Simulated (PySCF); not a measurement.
The system is BNH4, in a box.

```
CELL_PARAMETERS angstrom
11.00000 0.00000 0.00000
0.00000 12.00000 0.00000
0.00000 0.00000 11.00000
ATOMIC_POSITIONS crystal
B 0.49316 0.44738 0.50448
N 0.51810 0.56046 0.50779
H 0.52535 0.39001 0.58749
H 0.44009 0.40995 0.41870
H 0.49376 0.61349 0.44128
H 0.56227 0.59746 0.57692
```

Program: PySCF 2.14.0. Alike in all runs: task atomic charges; potentials or basis pob-tzvp-rev2 (all-electron); no spin polarisation; cell as given; k mesh 1 × 1 × 1; smearing fixed.

Q: Order these runs on this cell by their band gap on the k mesh, lowest first.
A. level TPSSh+D4; three-body dispersion term yes; exxdiv ewald
B. level rSCAN+D4; three-body dispersion term yes
C. level AM05

A: C (7.28 eV), B (7.92 eV), A (8.62 eV).

Caveats: this is a molecule in a periodic box at the Γ point, so its band gap is the HOMO-LUMO gap; the basis of atomic orbitals isn't converged, which shifts pressures, moduli and gaps.

